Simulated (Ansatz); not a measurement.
# B2F2H4O2: geometry and vibrations

What shape does B2F2H4O2 take? The plan is to relax it, check the end point by its vibrations and derive ideal-gas thermochemistry, and look at its orbitals and charge.

The runs use Ansatz 0.2.0, Gaussian basis; RKS PBE0-D4/def2-TZVP.

Plan: relaxation at PBE-D4/def2-SVP; relaxation at PBE0-D4/def2-TZVP; harmonic vibrations at the same level; a single point in def2-TZVPP for the fields.

## (1) The system as given

SMILES `F[BH-]1[OH+][BH-](F)[OH+]1`, 10 atoms, charge 0, spin multiplicity 1.

Atoms are counted from 1 here; the program's logs count them from 0.

Bond lengths: F1–B2 1.392 Å, B2–O3 1.492 Å, B2–O6 1.486 Å, B2–H7 1.215 Å, O3–B4 1.556 Å, O3–H8 1.008 Å, B4–F5 1.492 Å, B4–O6 1.461 Å, B4–H9 1.146 Å, O6–H10 1.010 Å. Angles: F1–B2–O3 110.2°, F1–B2–O6 110.2°, F1–B2–H7 111.6°, O3–B2–O6 97.2°, O3–B2–H7 114.7°, O6–B2–H7 112.1°, B2–O3–B4 81.8°, B2–O3–H8 102.5°, B4–O3–H8 100.5°, O3–B4–F5 105.3°, O3–B4–O6 95.5°, O3–B4–H9 111.8°, F5–B4–O6 111.0°, F5–B4–H9 114.3°, O6–B4–H9 116.8°, B2–O6–B4 85.3°, B2–O6–H10 104.5°, B4–O6–H10 103.5°.

The start is a force-field geometry with small random shifts, so a cheaper pass at PBE-D4/def2-SVP comes first.

## (2) Relaxation at PBE-D4/def2-SVP (cheap first pass)

Input file in.yaml:

```yaml
crystal:
  periodic: [false, false, false]
  atoms:
    - {symbol: F, position_ang: [-1.362300, 1.464400, 0.844600]}
    - {symbol: B, position_ang: [-0.403300, 0.457400, 0.782800]}
    - {symbol: O, position_ang: [-0.912800, -0.688900, -0.024400]}
    - {symbol: B, position_ang: [0.297500, -0.305700, -0.924200]}
    - {symbol: F, position_ang: [-0.296900, 0.116200, -2.226300]}
    - {symbol: O, position_ang: [0.699800, 0.853800, -0.130800]}
    - {symbol: H, position_ang: [0.003700, 0.158800, 1.887900]}
    - {symbol: H, position_ang: [-0.534400, -1.484500, 0.464700]}
    - {symbol: H, position_ang: [1.053200, -1.163100, -1.007300]}
    - {symbol: H, position_ang: [1.538600, 0.540300, 0.336000]}
basis:
  gaussian: {orbitals: def2-SVP}
hamiltonian: {xc: pbe, dispersion: d4}
relax: {f_tol: 0.03, max_steps: 200}
```

Started as:

```
$ ansatz run in.yaml --threads 4 --pin off --events-out ev --progress --plain --max-ram 10444MiB
```

The log of the run, cut to the lines that bear on the results:

```text
Functional definition: PBE
  name "PBE"
  cite "Perdew, Burke & Ernzerhof, Phys. Rev. Lett. 77, 3865 (1996) doi:10.1103/PhysRevLett.77.3865"
  parent pbe
[...]
1122 factors; their error is unknown
[...]
mean field -10930.31839360 eV, -401.6817921289 hartree, gradient 5.9e-5 eV, S^2 0.000000; 0 other end points of the search recorded, 0 dependent functions left out
[...]
reference -10930.31842567 eV, -401.6817933076 hartree; 24, 24 occupied and 80, 80 virtual orbitals, 1122 factors
relax step   1: F+E_penalty+E_count = -10930.48871894 eV  Δ(F+E_penalty+E_count) = +0.000e0 eV  max|allowed force component| = 5.088e0 eV/Å  Δτ_max = 0.0000 Å  (26 SCF iters, accepted)
[...]
relax step   6: F+E_penalty+E_count = -10931.43739918 eV  Δ(F+E_penalty+E_count) = -2.708e-3 eV  max|allowed force component| = 7.458e-2 eV/Å  Δτ_max = 0.0321 Å  (26 SCF iters, accepted)
[...]
relax step   7: F+E_penalty+E_count = -10931.43884320 eV  Δ(F+E_penalty+E_count) = -1.444e-3 eV  max|allowed force component| = 2.451e-2 eV/Å  Δτ_max = 0.0304 Å  (26 SCF iters, accepted)
1122 factors; their error is unknown
[...]
mean field -10931.26872780 eV, -401.7167162667 hartree, gradient 1.8e-5 eV, S^2 0.000000; 1 other end points of the search recorded, 0 dependent functions left out
[...]
reference -10931.26876094 eV, -401.7167174845 hartree; 24, 24 occupied and 80, 80 virtual orbitals, 1122 factors
Total energy: -10931.43887633 eV, -401.7229691098 hartree
Atom 0 at    -1.336554     1.452075     1.097844 Å, force     0.007672    -0.008464    -0.012313 eV/Å
Atom 1 at    -0.406795     0.486766     0.913708 Å, force     0.002639    -0.002087     0.012456 eV/Å
Atom 2 at    -0.921823    -0.623669    -0.064236 Å, force    -0.012506    -0.022213     0.005641 eV/Å
Atom 3 at     0.304474    -0.382289    -1.008943 Å, force     0.008732    -0.008589    -0.003227 eV/Å
Atom 4 at    -0.093165    -0.066965    -2.262984 Å, force    -0.002878     0.004046     0.015567 eV/Å
Atom 5 at     0.639767     0.901596    -0.175897 Å, force     0.022569     0.011805     0.002936 eV/Å
Atom 6 at     0.119408     0.021582     1.919048 Å, force    -0.000672    -0.000875    -0.024511 eV/Å
Atom 7 at    -0.940330    -1.513337     0.331060 Å, force    -0.005516     0.005321    -0.004454 eV/Å
Atom 8 at     1.161969    -1.252137    -0.899028 Å, force    -0.014446     0.015684     0.012202 eV/Å
Atom 9 at     1.556149     0.925079     0.152428 Å, force    -0.005595     0.005372    -0.004297 eV/Å
Dipole moment:     0.429409    -0.414264     0.346098 e Å
```

Wall time 8 s (4 threads of Arm Neoverse V2, shared host).

The steps of the relaxation:

| step | energy from step 1 (eV) | largest force component (eV/Å) |
| --- | --- | --- |
| 1 | 0.0000 | 5.0880 |
| 2 | -0.6132 | 3.3129 |
| 3 | -0.9007 | 0.4005 |
| 4 | -0.9379 | 0.2766 |
| 5 | -0.9460 | 0.1765 |
| 6 | -0.9487 | 0.0746 |
| 7 | -0.9501 | 0.0245 |

Close pairs (by a distance rule), those that changed most:

| bond | before (Å) | after (Å) | change (Å) |
| --- | --- | --- | --- |
| B4–F5 | 1.492 | 1.353 | -0.139 |
| B4–O6 | 1.461 | 1.567 | +0.105 |
| B2–O6 | 1.486 | 1.567 | +0.081 |
| B4–H9 | 1.146 | 1.226 | +0.080 |
| B2–O3 | 1.492 | 1.567 | +0.075 |
| F1–B2 | 1.392 | 1.353 | -0.039 |
| O6–H10 | 1.010 | 0.974 | -0.036 |
| O3–H8 | 1.008 | 0.974 | -0.034 |

## (3) Geometry optimisation, PBE0-D4/def2-TZVP

Input file in.yaml:

```yaml
crystal:
  periodic: [false, false, false]
  atoms:
    - {symbol: F, position_ang: [-1.336554, 1.452075, 1.097844]}
    - {symbol: B, position_ang: [-0.406795, 0.486766, 0.913708]}
    - {symbol: O, position_ang: [-0.921823, -0.623669, -0.064236]}
    - {symbol: B, position_ang: [0.304474, -0.382289, -1.008943]}
    - {symbol: F, position_ang: [-0.093165, -0.066965, -2.262984]}
    - {symbol: O, position_ang: [0.639767, 0.901596, -0.175897]}
    - {symbol: H, position_ang: [0.119408, 0.021582, 1.919048]}
    - {symbol: H, position_ang: [-0.940330, -1.513337, 0.331060]}
    - {symbol: H, position_ang: [1.161969, -1.252137, -0.899028]}
    - {symbol: H, position_ang: [1.556149, 0.925079, 0.152428]}
basis:
  gaussian: {orbitals: def2-TZVP}
hamiltonian: {xc: pbe0, dispersion: d4}
relax: {f_tol: 0.005, max_steps: 150}
```

Same command.

The log of the run, cut to the lines that bear on the results:

```text
Functional definition: PBE0
  name "PBE0"
  cite "Adamo & Barone, J. Chem. Phys. 110, 6158 (1999) doi:10.1063/1.478522"
  cite "Perdew, Burke & Ernzerhof, Phys. Rev. Lett. 77, 3865 (1996) doi:10.1103/PhysRevLett.77.3865"
  parent pbe
[...]
1128 factors; their error is unknown
[...]
mean field -10944.63654226 eV, -402.2079743869 hartree, gradient 3.7e-5 eV, S^2 0.000000; 0 other end points of the search recorded, 0 dependent functions left out
[...]
reference -10944.63657381 eV, -402.2079755466 hartree; 24, 24 occupied and 186, 186 virtual orbitals, 1128 factors
relax step   1: F+E_penalty+E_count = -10944.77749601 eV  Δ(F+E_penalty+E_count) = +0.000e0 eV  max|allowed force component| = 6.162e-1 eV/Å  Δτ_max = 0.0000 Å  (26 SCF iters, accepted)
[...]
Atom 0 at    -1.311020     1.427947     1.124687 Å, force    -0.000265     0.000252    -0.000002 eV/Å
Atom 1 at    -0.392259     0.471782     0.912611 Å, force     0.000283    -0.000244    -0.000073 eV/Å
Atom 2 at    -0.913260    -0.610435    -0.067045 Å, force     0.000005     0.000078    -0.000026 eV/Å
Atom 3 at     0.311728    -0.388315    -0.990314 Å, force     0.000117    -0.000058     0.000357 eV/Å
Atom 4 at    -0.064092    -0.095491    -2.245848 Å, force    -0.000147     0.000114    -0.000314 eV/Å
Atom 5 at     0.626162     0.893193    -0.177156 Å, force    -0.000079    -0.000000    -0.000039 eV/Å
Atom 6 at     0.139680    -0.001681     1.883938 Å, force     0.000030    -0.000063     0.000002 eV/Å
Atom 7 at    -1.001738    -1.493224     0.299232 Å, force     0.000038    -0.000009     0.000018 eV/Å
Atom 8 at     1.152907    -1.239596    -0.854890 Å, force     0.000015    -0.000032     0.000057 eV/Å
Atom 9 at     1.534992     0.984521     0.117785 Å, force     0.000002    -0.000037     0.000021 eV/Å
Dipole moment:     0.449597    -0.433767     0.362385 e Å
```

It took 30 s on 4 threads of Arm Neoverse V2, shared host.

Step by step:

```csv
step,energy from step 1 (eV),largest force component (eV/Å)
1,0.0000,0.6162
2,-0.0320,0.2186
3,-0.0376,0.0684
4,-0.0390,0.0661
5,-0.0397,0.0341
6,-0.0398,0.0079
7,-0.0398,0.0077
8,-0.0398,0.0056
9,-0.0398,0.0004
```

Distances of close pairs at the start and the end, largest changes first:

| bond | before (Å) | after (Å) | change (Å) |
| --- | --- | --- | --- |
| B4–H9 | 1.226 | 1.204 | -0.022 |
| B2–H7 | 1.226 | 1.204 | -0.022 |
| B4–O6 | 1.567 | 1.550 | -0.017 |
| B2–O3 | 1.567 | 1.550 | -0.017 |
| B2–O6 | 1.567 | 1.550 | -0.017 |
| O3–B4 | 1.567 | 1.550 | -0.017 |
| O3–H8 | 0.974 | 0.960 | -0.014 |
| O6–H10 | 0.974 | 0.960 | -0.014 |

Mulliken charges of the relaxed molecule (report file):

| atom | value (e) |
| --- | --- |
| F1 | -0.28 |
| B2 | 0.27 |
| O3 | -0.29 |
| B4 | 0.27 |
| F5 | -0.28 |
| O6 | -0.29 |
| H7 | -0.04 |
| H8 | 0.35 |
| H9 | -0.04 |
| H10 | 0.35 |

## (4) Force constants and modes

Input file in.yaml:

```yaml
crystal:
  periodic: [false, false, false]
  atoms:
    - {symbol: F, position_ang: [-1.311020, 1.427947, 1.124687]}
    - {symbol: B, position_ang: [-0.392259, 0.471782, 0.912611]}
    - {symbol: O, position_ang: [-0.913260, -0.610435, -0.067045]}
    - {symbol: B, position_ang: [0.311728, -0.388315, -0.990314]}
    - {symbol: F, position_ang: [-0.064092, -0.095491, -2.245848]}
    - {symbol: O, position_ang: [0.626162, 0.893193, -0.177156]}
    - {symbol: H, position_ang: [0.139680, -0.001681, 1.883938]}
    - {symbol: H, position_ang: [-1.001738, -1.493224, 0.299232]}
    - {symbol: H, position_ang: [1.152907, -1.239596, -0.854890]}
    - {symbol: H, position_ang: [1.534992, 0.984521, 0.117785]}
basis:
  gaussian: {orbitals: def2-TZVP}
hamiltonian: {xc: pbe0, dispersion: d4}
phonons: {temperatures: {t_min: 298.15, t_max: 900, t_step: 200}}
```

Launched as before.

The log of the run, cut to the lines that bear on the results:

```text
Functional definition: PBE0
  name "PBE0"
  cite "Adamo & Barone, J. Chem. Phys. 110, 6158 (1999) doi:10.1063/1.478522"
  cite "Perdew, Burke & Ernzerhof, Phys. Rev. Lett. 77, 3865 (1996) doi:10.1103/PhysRevLett.77.3865"
  parent pbe
[...]
1128 factors; their error is unknown
[...]
mean field -10944.67600652 eV, -402.2094246719 hartree, gradient 3.9e-5 eV, S^2 0.000000; 0 other end points of the search recorded, 0 dependent functions left out
[...]
reference -10944.67603812 eV, -402.2094258332 hartree; 24, 24 occupied and 186, 186 virtual orbitals, 1128 factors
[...]
1128 factors; their error is unknown
mean field -10944.67593102 eV, -402.2094218972 hartree, gradient 1.5e-6 eV, S^2 0.000000; 0 other end points of the search recorded, 0 dependent functions left out
[...]
reference -10944.67596262 eV, -402.2094230584 hartree; 24, 24 occupied and 186, 186 virtual orbitals, 1128 factors
[...]
Atom 2 at    -0.913260    -0.610435    -0.067045 Å, force     0.000003     0.000045    -0.000019 eV/Å
Atom 3 at     0.311728    -0.388315    -0.990314 Å, force     0.000110    -0.000052     0.000353 eV/Å
Atom 4 at    -0.064092    -0.095491    -2.245848 Å, force    -0.000142     0.000110    -0.000304 eV/Å
Atom 5 at     0.626162     0.893193    -0.177156 Å, force    -0.000068     0.000012    -0.000031 eV/Å
Atom 6 at     0.139680    -0.001681     1.883938 Å, force     0.000032    -0.000059     0.000005 eV/Å
Atom 7 at    -1.001738    -1.493224     0.299232 Å, force     0.000041     0.000019     0.000006 eV/Å
Atom 8 at     1.152907    -1.239596    -0.854890 Å, force     0.000014    -0.000036     0.000055 eV/Å
Atom 9 at     1.534992     0.984521     0.117785 Å, force    -0.000005    -0.000038     0.000015 eV/Å
Dipole moment:     0.449597    -0.433766     0.362385 e Å
Vibrations: 88.96 328.50 381.46 430.49 466.35 500.12 562.30 608.50 733.91 781.29 828.28 918.53 923.94 1078.77 1100.75 1114.94 1132.53 1156.95 1238.25 1313.86 2555.88 2569.81 3899.79 3900.33 cm⁻¹, zero-point energy 1.773874 eV
```

It took 73 s on 4 threads of Arm Neoverse V2, shared host.

Motions are named by where the mode's potential energy lies. Wavenumbers, unscaled:

| mode | cm⁻¹ | motion |
| --- | --- | --- |
| 1 | 89 | torsion |
| 2 | 328 | torsion |
| 3 | 381 | torsion with bend |
| 4 | 430 | bend with torsion |
| 5 | 466 | torsion with bend |
| 6 | 500 | torsion with bend |
| 7 | 562 | B–O stretch |
| 8 | 608 | torsion with bend |
| 9 | 734 | B–O stretch with torsion |
| 10 | 781 | bend with B–O stretch |
| 11 | 828 | B–O stretch with bend |
| 12 | 919 | bend with torsion |
| 13 | 924 | torsion with bend |
| 14 | 1079 | bend with B–F stretch |
| 15 | 1101 | bend |
| 16 | 1115 | bend |
| 17 | 1133 | bend |
| 18 | 1157 | bend |
| 19 | 1238 | B–F stretch |
| 20 | 1314 | B–F stretch |
| 21 | 2556 | B–H stretch |
| 22 | 2570 | B–H stretch |
| 23 | 3900 | O–H stretch |
| 24 | 3900 | O–H stretch |

From these modes and the moments of inertia (298.15 K, 1 bar, symmetry number 2):

```csv
term,value
zero-point energy,171.2 kJ/mol
H(298) − E,189.1 kJ/mol
"entropy, translation",165.7 J/(mol K)
"entropy, rotation",104.9 J/(mol K)
"entropy, vibration",43.9 J/(mol K)
"entropy, total",314.6 J/(mol K)
```

## (5) Fields at the relaxed geometry

in.yaml, as its differences from that of step 4:

```diff
@@ -14,4 +14,4 @@
 basis:
-  gaussian: {orbitals: def2-TZVP}
+  gaussian: {orbitals: def2-TZVPP}
 hamiltonian: {xc: pbe0, dispersion: d4}
-phonons: {temperatures: {t_min: 298.15, t_max: 900, t_step: 200}}
+output: {orbitals: {seedname: orbitals}}
```

Launched as before.

The log of the run:

```text
Functional definition: PBE0
  name "PBE0"
  cite "Adamo & Barone, J. Chem. Phys. 110, 6158 (1999) doi:10.1063/1.478522"
  cite "Perdew, Burke & Ernzerhof, Phys. Rev. Lett. 77, 3865 (1996) doi:10.1103/PhysRevLett.77.3865"
  parent pbe
  parameter a = 0.25
  parameter kappa = 0.804
  parameter beta = 0.06672455060314922
  exchange = (1 - a)*pbe_x(kappa = kappa, mu = beta*pi^2/3) + a*exact_x
  correlation = pbe_c(beta = beta)
1188 factors; their error is unknown
mean field evaluation 1: about -10938.4697 eV, gradient 6.5e1 eV
mean field evaluation 2: about -10933.2207 eV, gradient 8.8e1 eV
mean field evaluation 4: about -10944.7265 eV, gradient 2.2e0 eV
mean field evaluation 8: about -10944.7290 eV, gradient 2.3e-2 eV
mean field evaluation 16: about -10944.7599 eV, gradient 5.9e-5 eV
mean field -10944.75994817 eV, -402.2125094706 hartree, gradient 4.2e-5 eV, S^2 0.000000; 0 other end points of the search recorded, 0 dependent functions left out
reference -10944.75998000 eV, -402.2125106402 hartree; 24, 24 occupied and 218, 218 virtual orbitals, 1188 factors
Total energy: -10944.90128120 eV, -402.2177033634 hartree
```

Wall time 2.6 s (4 threads of Arm Neoverse V2, shared host); peak memory 0.53 GiB.

The fields below are evaluated on a grid from the run's orbitals.

Frontier orbitals at PBE0-D4/def2-TZVPP, with the share of their density that lies nearest to each atom:

```
orbital  energy (eV)                                                                lies on
   HOMO        -9.42  H7, H9 about 22 % each; F1, F5 about 15 % each; O3, O6 about 7 % each
   LUMO         0.26  H8, H10 about 33 % each; O3, O6 about 6 % each; H7, H9 about 7 % each
```

ELF in a plane through or near 4 of the atoms.

Values, 10 rows by 14 columns:
```
0.00 0.00 0.00 0.00 0.00 0.00 0.00 0.00 0.00 0.00 0.00 0.00 0.00 0.00
0.00 0.00 0.00 0.00 0.00 0.00 0.00 0.00 0.00 0.00 0.00 0.00 0.00 0.00
0.00 0.00 0.00 0.00 0.00 0.02 0.28 0.39 0.09 0.01 0.00 0.00 0.00 0.00
0.00 0.00 0.00 0.01 0.01 0.14 0.74 0.82 0.39 0.03 0.01 0.00 0.00 0.00
0.00 0.00 0.02 0.08 0.16 0.25 0.87 0.71 0.64 0.17 0.11 0.04 0.00 0.00
0.00 0.00 0.03 0.13 0.30 0.22 0.57 0.53 0.11 0.13 0.19 0.06 0.01 0.00
0.00 0.00 0.01 0.03 0.05 0.24 0.74 0.32 0.58 0.08 0.04 0.01 0.00 0.00
0.00 0.00 0.00 0.00 0.00 0.07 0.59 0.74 0.23 0.01 0.00 0.00 0.00 0.00
0.00 0.00 0.00 0.00 0.00 0.00 0.03 0.05 0.01 0.00 0.00 0.00 0.00 0.00
0.00 0.00 0.00 0.00 0.00 0.00 0.00 0.00 0.00 0.00 0.00 0.00 0.00 0.00
```
The map spans 9.1 Å across and 8.8 Å up, centred on the molecule. Atoms in the plane (x, y in Å): B2 (1.1, 0.0), O3 (0.0, -1.1), B4 (-1.1, 0.0), O6 (0.0, 1.1).

On the surface of density 0.002 e/bohr³ the electrostatic potential runs, from the 1st to the 99th percentile, from -1.21 V near F1 to 3.35 V near H10.

## (6) Outcome

```
                  quantity            value
               point group              C2v
                     steps            7 + 9
shift from the start (rms)          0.283 Å
              total energy   -10944.8173 eV
           dispersion term         -141 meV
             dipole moment           3.47 D
lowest, highest wavenumber    89, 3900 cm⁻¹
         zero-point energy     171.2 kJ/mol
       entropy at 298.15 K  314.6 J/(mol K)
                HOMO, LUMO   -9.42, 0.26 eV
```

**Reading.** The atoms moved 0.28 Å (rms) from the start; the bond that changed most is B4–F5, from 1.492 to 1.343 Å. No mode is imaginary: a true minimum at this level. The stiffest mode, 3900 cm⁻¹, is an O–H stretch. Harmonic hybrid wavenumbers usually lie a few per cent above measured fundamentals. The largest Mulliken charge, +0.35 e, sits on H8. The HOMO lies mostly on H7, H9 about 22 % each; F1, F5 about 15 % each and the LUMO on H8, H10 about 33 % each; O3, O6 about 6 % each.
